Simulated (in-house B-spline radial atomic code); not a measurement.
# Ge: a fraction of an electron added to 4p

Aim: the energy of Ge as a fraction of an electron is added to 4p, to see how far it bends away from a straight line.

Method: scalar-relativistic (spin-free one-electron X2C) LDA (Slater, VWN5), spin-polarised, spherical fractional occupations, Fermi nucleus, basis-set limit. Code: in-house B-spline radial atomic code version 1.

**1. The system**

| Quantity | Value |
| --- | --- |
| element | germanium (Z = 32) |
| charge | 0 |
| electrons | 32 |
| configuration | [Ar] 3d10 4s2 4p2 |
| Hamiltonian | scalar-relativistic (X2C) |
| nucleus | Fermi, rms radius 4.074 fm |

The outer shells:

[Ar] 3d10 4s2 4p2
```
[Ar] core
3d [↑↓][↑↓][↑↓][↑↓][↑↓]
4s [↑↓]
4p [↑ ][↑ ][  ]
```

Where spins are not typed, each open shell is filled with up spins first.

**2. The start, at fraction 0**

Settings, as recorded:

```ini
Z = 32
electrons = 32.0
configuration = [Ar] 3d10 4s2 4p2
hamiltonian = x2c
method = lda,vwn
spin_polarised = True
nucleus = fermi
rms_radius = 4.0742
mass_number = 74
atomic_mass = 73.92117776
speed_of_light = 137.035999084
```

Results of the run (chosen fields of its result record, rounded):

```text
{
  "status": "converged",
  "scf [iteration, energy, orbital gradient]": [
    [1, -2094.980726, 0.286],
    [2, -2095.29979459, 0.101],
    [3, -2095.49915218, 0.0295],
    [4, -2095.51967144, 0.0116],
    [5, -2095.51587719, 0.0164],
    [6, -2095.52202119, 0.00415],
    [7, -2095.52246216, 2.06e-05],
    [8, -2095.52246217, 9.36e-06],
    [9, -2095.52246217, 7.67e-07],
    [10, -2095.52246217, 2e-08]
  ],
  "energy [hartree]": {"total": -2095.52246217, "kinetic": 2138.72772306, "nuclear": -5060.53230424, "coulomb": 903.102825574, "xc": -76.8207065659},
  "orbitals [hartree, bohr; first row names the columns]": [
    ["name", "occ", "eps", "<r>", "<r^2>", "<1/r>", "r_max"],
    ["1s up", 1.0, -401.62523, 0.046685, 0.002945, 32.976, 0.030335],
    ["1s down", 1.0, -401.6229, 0.046685, 0.0029449, 32.976, 0.030335],
    ["2s up", 1.0, -50.270272, 0.21014, 0.052148, 7.1993, 0.17631],
    ["2s down", 1.0, -50.269275, 0.21014, 0.052148, 7.1992, 0.17632],
    ["2p up", 3.0, -43.982642, 0.18377, 0.041399, 6.9728, 0.14106],
    ["2p down", 3.0, -43.980849, 0.18377, 0.0414, 6.9727, 0.14106],
    ["3s up", 1.0, -6.1532517, 0.62557, 0.45192, 2.2993, 0.54313],
    ["3s down", 1.0, -6.150636, 0.6254, 0.45159, 2.2997, 0.54315],
    ["3p up", 3.0, -4.2321647, 0.64811, 0.49519, 2.1326, 0.54321],
    ["3p down", 3.0, -4.2289639, 0.64769, 0.49437, 2.1335, 0.54322],
    ["3d up", 5.0, -1.0826029, 0.7394, 0.70399, 1.7781, 0.50175],
    ["3d down", 5.0, -1.0763618, 0.73493, 0.69305, 1.784, 0.5015],
    ["4s up", 1.0, -0.45459285, 2.1099, 5.148, 0.62435, 1.7388],
    ["4s down", 1.0, -0.40786729, 2.106, 5.1509, 0.62869, 1.7219],
    ["4p up", 2.0, -0.16450724, 2.8374, 9.5598, 0.46089, 2.1991]
  ],
  "sum_r [bohr^k]": {"-1": 159.5693, "1": 24.01705, "2": 40.63456}
}
```

Run time: 0.28 s. Hardware: 1 thread, shared host.

**3. 0.1 electron added to 4p**

The settings differ from step 2 so:

```diff
@@ -1,4 +1,4 @@
 Z = 32
-electrons = 32.0
-configuration = [Ar] 3d10 4s2 4p2
+electrons = 32.1
+configuration = [Ar] 3d10 4s2 4p2.1
 hamiltonian = x2c
```

From the record:

```text
{
  "status": "converged",
  "iterations": 10,
  "energy [hartree]": {"total": -2095.53770252, "kinetic": 2138.74134249, "nuclear": -5061.47288307, "coulomb": 904.036280688, "xc": -76.8424426365},
  "orbitals [hartree, bohr; first row names the columns]": [
    ["name", "occ", "eps", "<r>"],
    ["1s up", 1.0, -401.59573, 0.046685],
    ["1s down", 1.0, -401.59335, 0.046685],
    ["2s up", 1.0, -50.240898, 0.21014],
    ["2s down", 1.0, -50.239882, 0.21014],
    ["2p up", 3.0, -43.953255, 0.18377],
    ["2p down", 3.0, -43.951426, 0.18377],
    ["3s up", 1.0, -6.1239017, 0.62557],
    ["3s down", 1.0, -6.1212348, 0.6254],
    ["3p up", 3.0, -4.2028189, 0.64811],
    ["3p down", 3.0, -4.1995548, 0.64769],
    ["3d up", 5.0, -1.0533303, 0.73955],
    ["3d down", 5.0, -1.0469573, 0.73496],
    ["4s up", 1.0, -0.4278594, 2.1177],
    ["4s down", 1.0, -0.37999052, 2.1139],
    ["4p up", 2.1, -0.14040599, 2.8797]
  ],
  "sum_r [bohr^k]": {"-1": 159.5987, "1": 24.40617, "2": 42.3707},
  "energy_minus_base [hartree]": -0.0152403523
}
```

Wall time 0.17 s (1 thread, shared host).

energy_minus_base is the energy less that of the reference run.

**4. 0.2 electron added to 4p**

The settings differ from step 3 so:

```diff
@@ -1,4 +1,4 @@
 Z = 32
-electrons = 32.1
-configuration = [Ar] 3d10 4s2 4p2.1
+electrons = 32.2
+configuration = [Ar] 3d10 4s2 4p2.2
 hamiltonian = x2c
```

From the record:

```text
{
  "status": "converged",
  "iterations": 10,
  "energy [hartree]": {"total": -2095.55056533, "kinetic": 2138.75264393, "nuclear": -5062.38110255, "coulomb": 904.941279127, "xc": -76.8633858441},
  "orbitals [hartree, bohr; first row names the columns]": [
    ["name", "occ", "eps", "<r>"],
    ["1s up", 1.0, -401.56724, 0.046685],
    ["1s down", 1.0, -401.56482, 0.046685],
    ["2s up", 1.0, -50.212513, 0.21014],
    ["2s down", 1.0, -50.211482, 0.21014],
    ["2p up", 3.0, -43.924859, 0.18377],
    ["2p down", 3.0, -43.923001, 0.18377],
    ["3s up", 1.0, -6.0955356, 0.62557],
    ["3s down", 1.0, -6.0928243, 0.6254],
    ["3p up", 3.0, -4.1744559, 0.64811],
    ["3p down", 3.0, -4.1711368, 0.64768],
    ["3d up", 5.0, -1.0250289, 0.73968],
    ["3d down", 5.0, -1.0185398, 0.73499],
    ["4s up", 1.0, -0.40184125, 2.1253],
    ["4s down", 1.0, -0.35293021, 2.1215],
    ["4p up", 2.2, -0.116964, 2.9251]
  ],
  "sum_r [bohr^k]": {"-1": 159.6271, "1": 24.8099, "2": 44.24504},
  "energy_minus_base [hartree]": -0.0281031621
}
```

Run time: 0.17 s. Hardware: 1 thread, shared host.

**5. 0.3 electron added to 4p**

The settings differ from step 4 so:

```diff
@@ -1,4 +1,4 @@
 Z = 32
-electrons = 32.2
-configuration = [Ar] 3d10 4s2 4p2.2
+electrons = 32.3
+configuration = [Ar] 3d10 4s2 4p2.3
 hamiltonian = x2c
```

From the record:

```text
{
  "status": "converged",
  "iterations": 10,
  "energy [hartree]": {"total": -2095.56111893, "kinetic": 2138.76170172, "nuclear": -5063.25508644, "coulomb": 905.815730033, "xc": -76.8834642457},
  "orbitals [hartree, bohr; first row names the columns]": [
    ["name", "occ", "eps", "<r>"],
    ["1s up", 1.0, -401.53983, 0.046685],
    ["1s down", 1.0, -401.53737, 0.046685],
    ["2s up", 1.0, -50.185179, 0.21014],
    ["2s down", 1.0, -50.184136, 0.21014],
    ["2p up", 3.0, -43.897517, 0.18377],
    ["2p down", 3.0, -43.895632, 0.18377],
    ["3s up", 1.0, -6.0682144, 0.62557],
    ["3s down", 1.0, -6.0654654, 0.62539],
    ["3p up", 3.0, -4.1471368, 0.64812],
    ["3p down", 3.0, -4.1437709, 0.64768],
    ["3d up", 5.0, -0.99776002, 0.73979],
    ["3d down", 5.0, -0.99117047, 0.73501],
    ["4s up", 1.0, -0.37659738, 2.1325],
    ["4s down", 1.0, -0.32674624, 2.1287],
    ["4p up", 2.3, -0.094230695, 2.9741]
  ],
  "sum_r [bohr^k]": {"-1": 159.6544, "1": 25.23031, "2": 46.28376},
  "energy_minus_base [hartree]": -0.0386567596
}
```

Run time: 0.17 s. Hardware: 1 thread, shared host.

**6. 0.4 electron added to 4p**

The settings differ from step 5 so:

```diff
@@ -1,4 +1,4 @@
 Z = 32
-electrons = 32.3
-configuration = [Ar] 3d10 4s2 4p2.3
+electrons = 32.4
+configuration = [Ar] 3d10 4s2 4p2.4
 hamiltonian = x2c
```

From the record:

```text
{
  "status": "converged",
  "iterations": 10,
  "energy [hartree]": {"total": -2095.56943704, "kinetic": 2138.7685966, "nuclear": -5064.0925767, "coulomb": 906.657137354, "xc": -76.9025942934},
  "orbitals [hartree, bohr; first row names the columns]": [
    ["name", "occ", "eps", "<r>"],
    ["1s up", 1.0, -401.51356, 0.046685],
    ["1s down", 1.0, -401.51107, 0.046685],
    ["2s up", 1.0, -50.158969, 0.21014],
    ["2s down", 1.0, -50.157915, 0.21014],
    ["2p up", 3.0, -43.871301, 0.18377],
    ["2p down", 3.0, -43.869394, 0.18377],
    ["3s up", 1.0, -6.0420113, 0.62557],
    ["3s down", 1.0, -6.0392311, 0.62539],
    ["3p up", 3.0, -4.1209348, 0.64812],
    ["3p down", 3.0, -4.1175301, 0.64767],
    ["3d up", 5.0, -0.97159749, 0.73988],
    ["3d down", 5.0, -0.96492302, 0.73503],
    ["4s up", 1.0, -0.35219869, 2.1393],
    ["4s down", 1.0, -0.30151094, 2.1355],
    ["4p up", 2.4, -0.07226498, 3.0275]
  ],
  "sum_r [bohr^k]": {"-1": 159.6806, "1": 25.67004, "2": 48.52207},
  "energy_minus_base [hartree]": -0.0469748658
}
```

Run time: 0.17 s. Hardware: 1 thread, shared host.

**7. 0.5 electron added to 4p**

The settings differ from step 6 so:

```diff
@@ -1,4 +1,4 @@
 Z = 32
-electrons = 32.4
-configuration = [Ar] 3d10 4s2 4p2.4
+electrons = 32.5
+configuration = [Ar] 3d10 4s2 4p2.5
 hamiltonian = x2c
```

From the record:

```text
{
  "status": "converged",
  "iterations": 10,
  "energy [hartree]": {"total": -2095.57559989, "kinetic": 2138.77341714, "nuclear": -5064.89078408, "coulomb": 907.462443486, "xc": -76.9206764334},
  "orbitals [hartree, bohr; first row names the columns]": [
    ["name", "occ", "eps", "<r>"],
    ["1s up", 1.0, -401.48853, 0.046685],
    ["1s down", 1.0, -401.48602, 0.046685],
    ["2s up", 1.0, -50.133971, 0.21014],
    ["2s down", 1.0, -50.132909, 0.21014],
    ["2p up", 3.0, -43.846299, 0.18377],
    ["2p down", 3.0, -43.844376, 0.18377],
    ["3s up", 1.0, -6.0170163, 0.62557],
    ["3s down", 1.0, -6.0142115, 0.62539],
    ["3p up", 3.0, -4.0959401, 0.64812],
    ["3p down", 3.0, -4.0925045, 0.64767],
    ["3d up", 5.0, -0.94663184, 0.73996],
    ["3d down", 5.0, -0.93988789, 0.73503],
    ["4s up", 1.0, -0.32873276, 2.1456],
    ["4s down", 1.0, -0.27731388, 2.1418],
    ["4p up", 2.5, -0.051139111, 3.0862]
  ],
  "sum_r [bohr^k]": {"-1": 159.7055, "1": 26.13263, "2": 51.00927},
  "energy_minus_base [hartree]": -0.0531377193
}
```

It took 0.17 s on 1 thread, shared host.

**8. 0.6 electron added to 4p**

The settings differ from step 7 so:

```diff
@@ -1,4 +1,4 @@
 Z = 32
-electrons = 32.5
-configuration = [Ar] 3d10 4s2 4p2.5
+electrons = 32.6
+configuration = [Ar] 3d10 4s2 4p2.6
 hamiltonian = x2c
```

From the record:

```text
{
  "status": "converged",
  "iterations": 10,
  "energy [hartree]": {"total": -2095.57969588, "kinetic": 2138.77626192, "nuclear": -5065.64613736, "coulomb": 908.227767378, "xc": -76.9375878224},
  "orbitals [hartree, bohr; first row names the columns]": [
    ["name", "occ", "eps", "<r>"],
    ["1s up", 1.0, -401.46484, 0.046685],
    ["1s down", 1.0, -401.46231, 0.046685],
    ["2s up", 1.0, -50.110301, 0.21014],
    ["2s down", 1.0, -50.109233, 0.21014],
    ["2p up", 3.0, -43.822627, 0.18377],
    ["2p down", 3.0, -43.820691, 0.18377],
    ["3s up", 1.0, -5.9933442, 0.62557],
    ["3s down", 1.0, -5.9905212, 0.62539],
    ["3p up", 3.0, -4.0722676, 0.64812],
    ["3p down", 3.0, -4.0688088, 0.64767],
    ["3d up", 5.0, -0.92297849, 0.74001],
    ["3d down", 5.0, -0.9161804, 0.73503],
    ["4s up", 1.0, -0.30631183, 2.1514],
    ["4s down", 1.0, -0.25427, 2.1475],
    ["4p up", 2.6, -0.030945278, 3.1516]
  ],
  "sum_r [bohr^k]": {"-1": 159.7291, "1": 26.62298, "2": 53.81842},
  "energy_minus_base [hartree]": -0.0572337121
}
```

Run time: 0.17 s. Hardware: 1 thread, shared host.

**9. 0.7 electron added to 4p**

The settings differ from step 8 so:

```diff
@@ -1,4 +1,4 @@
 Z = 32
-electrons = 32.6
-configuration = [Ar] 3d10 4s2 4p2.6
+electrons = 32.7
+configuration = [Ar] 3d10 4s2 4p2.7
 hamiltonian = x2c
```

From the record:

```text
{
  "status": "converged",
  "iterations": 10,
  "energy [hartree]": {"total": -2095.58182412, "kinetic": 2138.77723967, "nuclear": -5066.35379576, "coulomb": 908.947900311, "xc": -76.9531683426},
  "orbitals [hartree, bohr; first row names the columns]": [
    ["name", "occ", "eps", "<r>"],
    ["1s up", 1.0, -401.44265, 0.046685],
    ["1s down", 1.0, -401.44011, 0.046685],
    ["2s up", 1.0, -50.088113, 0.21014],
    ["2s down", 1.0, -50.087042, 0.21014],
    ["2p up", 3.0, -43.800438, 0.18377],
    ["2p down", 3.0, -43.798494, 0.18377],
    ["3s up", 1.0, -5.9711498, 0.62557],
    ["3s down", 1.0, -5.9683148, 0.62539],
    ["3p up", 3.0, -4.0500722, 0.64812],
    ["3p down", 3.0, -4.0465978, 0.64766],
    ["3d up", 5.0, -0.90079299, 0.74005],
    ["3d down", 5.0, -0.89395591, 0.73503],
    ["4s up", 1.0, -0.28508787, 2.1566],
    ["4s down", 1.0, -0.23253486, 2.1525],
    ["4p up", 2.7, -0.011808252, 3.2257]
  ],
  "sum_r [bohr^k]": {"-1": 159.7512, "1": 27.14853, "2": 57.06778},
  "energy_minus_base [hartree]": -0.0593619471
}
```

Wall time 0.17 s (1 thread, shared host).

**10. 0.8 electron added to 4p**

The settings differ from step 9 so:

```diff
@@ -1,4 +1,4 @@
 Z = 32
-electrons = 32.7
-configuration = [Ar] 3d10 4s2 4p2.7
+electrons = 32.8
+configuration = [Ar] 3d10 4s2 4p2.8
 hamiltonian = x2c
```

From the record:

```text
{
  "status": "converged",
  "warnings": ["4p up has a positive eigenvalue: unbound, held by the box"],
  "iterations": 10,
  "energy [hartree]": {"total": -2095.58209893, "kinetic": 2138.77644929, "nuclear": -5067.00637423, "coulomb": 909.615010292, "xc": -76.967184281},
  "orbitals [hartree, bohr; first row names the columns]": [
    ["name", "occ", "eps", "<r>"],
    ["1s up", 1.0, -401.4222, 0.046685],
    ["1s down", 1.0, -401.41965, 0.046685],
    ["2s up", 1.0, -50.067641, 0.21014],
    ["2s down", 1.0, -50.066569, 0.21014],
    ["2p up", 3.0, -43.779968, 0.18377],
    ["2p down", 3.0, -43.778019, 0.18377],
    ["3s up", 1.0, -5.9506676, 0.62557],
    ["3s down", 1.0, -5.9478266, 0.62538],
    ["3p up", 3.0, -4.0295883, 0.64812],
    ["3p down", 3.0, -4.0261058, 0.64766],
    ["3d up", 5.0, -0.8803104, 0.74007],
    ["3d down", 5.0, -0.87344938, 0.73502],
    ["4s up", 1.0, -0.26529013, 2.1609],
    ["4s down", 1.0, -0.21234294, 2.1566],
    ["4p up", 2.8, 0.0060831553, 3.3123]
  ],
  "sum_r [bohr^k]": {"-1": 159.7716, "1": 27.72199, "2": 60.98171},
  "energy_minus_base [hartree]": -0.05963676
}
```

Run time: 0.17 s. Hardware: 1 thread, shared host.

**11. The energy along the path**

| fraction | energy change (eV) | less the straight line (eV) | level 4p up (eV) | sum of <r²> (bohr²) |
| --- | --- | --- | --- | --- |
| 0 | 0.0000 | 0.0000 | -4.476 | 40.635 |
| 0.1 | -0.4147 | -0.2119 | -3.821 | 42.371 |
| 0.2 | -0.7647 | -0.3590 | -3.183 | 44.245 |
| 0.3 | -1.0519 | -0.4434 | -2.564 | 46.284 |
| 0.4 | -1.2783 | -0.4669 | -1.966 | 48.522 |
| 0.5 | -1.4460 | -0.4317 | -1.392 | 51.009 |
| 0.6 | -1.5574 | -0.3403 | -0.842 | 53.818 |
| 0.7 | -1.6153 | -0.1954 | -0.321 | 57.068 |
| 0.8 | -1.6228 | 0.0000 | 0.166 | 60.982 |

What this shows: From fraction 0 to 0.8 the energy changes by -1.623 eV. It sags under the straight line by up to 0.47 eV (at 0.4); exact theory is straight between whole electron numbers, so this convex bend is an error (delocalisation) that favours fractional charges. From fraction 0.8 on, a level is unbound or reaches the edge of the box, so those points hang on the box (radius 50.0 bohr). The path stops at 0.8, so the line is drawn to that point and not to a whole electron.
